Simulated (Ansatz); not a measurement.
# Br₂H₂O₂Sn: one species, many methods

One table from this session's results is given with a row withheld; the runs are named, their logs left out.

Program: Ansatz 0.2.0, Gaussian basis. Level of theory: functionals in def2-TZVPP, the program's frozen cores in correlated methods. These are calculated values, not measurements.

The runs, in order: LDA (SPW92), PBE-D4, revPBE-D4, BLYP-D4, r2SCAN-D4, B97M-V, PBE0-D4, B3LYP-D4, r2SCANh-D4, r2SCAN0-D4, HSE06-D4, BHLYP-D4, CAM-B3LYP-D4, LC-ωPBE, ωB97X-V, ωB97M-V, B2PLYP, PBE-QIDH; CCSD(T)/def2-SVP; CCSD(T)/def2-TZVPP; MP2/def2-QZVPP; extrapolation to the limit; RPA on PBE.

## The relaxed structure

All runs share one geometry, relaxed beforehand with PBE0-D4 in a triple-zeta def2 set. Sn takes the def2 core potential; no spin-orbit term is included.

SMILES `[OH][Sn]([OH])([Br])[Br]`, 7 atoms, charge 0, spin multiplicity 1.

Atoms are counted from 1 here; the program's logs count them from 0.

Bond lengths: O1–Sn2 1.942 Å, O1–H6 0.962 Å, Sn2–O3 1.934 Å, Sn2–Br4 2.440 Å, Sn2–Br5 2.453 Å, O3–H7 0.963 Å. Angles: Sn2–O1–H6 113.5°, O1–Sn2–O3 105.0°, O1–Sn2–Br4 112.8°, O1–Sn2–Br5 109.3°, O3–Sn2–Br4 108.2°, O3–Sn2–Br5 112.2°, Br4–Sn2–Br5 109.4°, Sn2–O3–H7 111.2°.

Geometry (Å):

```xyz
7
charge 0, multiplicity 1
O    -0.9713   -0.0470    1.3013
Sn   -0.0126    0.0407   -0.3855
O     1.5423   -1.0827   -0.1366
Br   -1.3045   -0.8509   -2.2538
Br    0.5915    2.3723   -0.8525
H    -1.5004    0.7350    1.4836
H     1.7162   -1.2356    0.7980
```

The first run:

Input file in.yaml:

```yaml
crystal:
  periodic: [false, false, false]
  atoms:
    - {symbol: O, position_ang: [-0.971342, -0.046963, 1.301263]}
    - {symbol: Sn, position_ang: [-0.012600, 0.040747, -0.385517]}
    - {symbol: O, position_ang: [1.542298, -1.082654, -0.136581]}
    - {symbol: Br, position_ang: [-1.304476, -0.850879, -2.253781]}
    - {symbol: Br, position_ang: [0.591467, 2.372312, -0.852453]}
    - {symbol: H, position_ang: [-1.500362, 0.735010, 1.483555]}
    - {symbol: H, position_ang: [1.716215, -1.235573, 0.798015]}
basis:
  gaussian: {orbitals: def2-TZVPP}
hamiltonian: {xc: lda}
output: {orbitals: {seedname: orbitals}}
```

On the command line:

```sh
$ ansatz run in.yaml --threads 4 --pin off --events-out ev --progress --plain --max-ram 11315MiB
```

Among the steps run: LDA; PBE-D4 (GGA); revPBE-D4 (GGA); BLYP-D4 (GGA); r2SCAN-D4 (meta-GGA); B97M-V (meta-GGA); PBE0-D4 (hybrid); B3LYP-D4 (hybrid); r2SCANh-D4 (hybrid); r2SCAN0-D4 (hybrid); HSE06-D4 (hybrid); BHLYP-D4 (hybrid); CAM-B3LYP-D4 (range-separated); LC-ωPBE (range-separated); ωB97X-V (range-separated); ωB97M-V (range-separated); B2PLYP (double hybrid); PBE-QIDH (double hybrid).

One of the session's tables, all rows but one given; the rest of the session is left out.

It belongs to the step «Frontier levels by functional». 

```
  functional  HOMO (eV)  LUMO (eV)  gap (eV)
 LDA (SPW92)      -7.63      -3.81      3.82
      PBE-D4      -7.45      -3.48      3.98
   revPBE-D4      -7.40      -3.36      4.03
     BLYP-D4      -7.28      -3.43      3.85
   r2SCAN-D4      -7.83      -3.31      4.52
      B97M-V      -7.88      -3.17      4.71
     PBE0-D4      -8.81      -2.61      6.20
    B3LYP-D4      -8.52      -2.91      5.61
  r2SCANh-D4      -8.32      -2.99      5.33
  r2SCAN0-D4      -9.05      -2.51      6.54
    HSE06-D4      -8.41      -2.97      5.43
    BHLYP-D4      -9.96      -1.68      8.28
CAM-B3LYP-D4     -10.13      -1.65      8.48
     LC-ωPBE     -11.55      -0.40     11.15
     ωB97X-V     -11.17      -0.52     10.65
     ωB97M-V          ?          ?         ?
```

Q: Estimate the row for ωB97M-V from the others.

As computed: HOMO (eV): -11.02; LUMO (eV): -0.64; gap (eV): 10.39. In the column «HOMO (eV)» it lies between ωB97X-V (-11.17) and CAM-B3LYP-D4 (-10.13).
